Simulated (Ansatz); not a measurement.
**Bi2BrClO2: a single-point run**

The task is a single-point run on Bi2BrClO2. The structure is shown as the input types it.

Program: Ansatz 0.2.0. Level of theory: density functional or hybrid calculation with the settings of its input, plane waves (as first typed). These are calculated values, not measurements.

### Step 1. The system as given

The structure is tetragonal, space group P4mm (No. 99). The conventional cell has a = 3.902 Å, b = 3.902 Å, c = 7.766 Å, α = 90.00°, β = 90.00°, γ = 90.00°. Bi (site symmetry 4mm) has 4 O at 2.31 Å and 4 Br at 3.17 Å in its first shell of neighbours. Bi (site symmetry 4mm) has 4 O at 2.32 Å and 4 Cl at 3.06 Å in its first shell of neighbours. Around Br (site symmetry 4mm) lie 4 Bi at 3.17 Å. Cl (site symmetry 4mm) is surrounded by 4 Bi at 3.06 Å. O (site symmetry 2mm) has 4 Bi at 2.31 to 2.32 Å in its first shell of neighbours.

Structure file:

```
CELL_PARAMETERS angstrom
3.90235 0.00000 0.00000
0.00000 3.90235 0.00000
0.00000 0.00000 7.76589
ATOMIC_POSITIONS crystal
Bi 0.50000 0.50000 0.84445
Bi 0.00000 0.00000 0.16622
Br 0.00000 0.00000 0.64373
Cl 0.50000 0.50000 0.33637
O 0.00000 0.50000 0.00462
O 0.50000 0.00000 0.00462
```

### Step 2. Running it

The input, input.yaml:

```yaml
crystal:
  lattice:
    - [3.902345132, 0.0, 0.0]
    - [0.0, 3.902345132, 0.0]
    - [0.0, 0.0, 7.7658884282]
  atoms:
    - { symbol: Bi, position: [0.5, 0.5, 0.8444465021] }
    - { symbol: Bi, position: [0.0, 0.0, 0.1662179569] }
    - { symbol: Br, position: [0.0, 0.0, 0.6437349171] }
    - { symbol: Cl, position: [0.5, 0.5, 0.3363677969] }
    - { symbol: O, position: [0.0, 0.5, 0.0046164135] }
    - { symbol: O, position: [0.5, 0.0, 0.0046164135] }
kpoints:
  mp_grid: { grid: [4, 4, 2] }
hamiltonian:
  xc: pbesol
scf:
  occupations: { method: fixed }
  n_extra_bands: 5
  max_iter: 86
output:
  forces: true
  stress: true
  eigenvalues: true
basis:
  ecutrho_ratio: 1
```

Started as:

```
$ ansatz run input.yaml --threads 4 --pin off --max-ram 4608MiB --backend cpu --events-out ev --progress --plain --runs-dir out
```

Q: Will this input give a usable result? If not, why, and what should change?

This run ends as converged, with warnings (cutoff below recommended). Its log warns: «basis.ecutrho_ratio = 1 (ecutrho = 420 eV) is below the records' recommended 1680 eV»

Look at the input: basis.ecutrho_ratio is 1. The density cutoff must be at least four times the energy cutoff of the waves.

The test: delete basis.ecutrho_ratio (the default then holds).
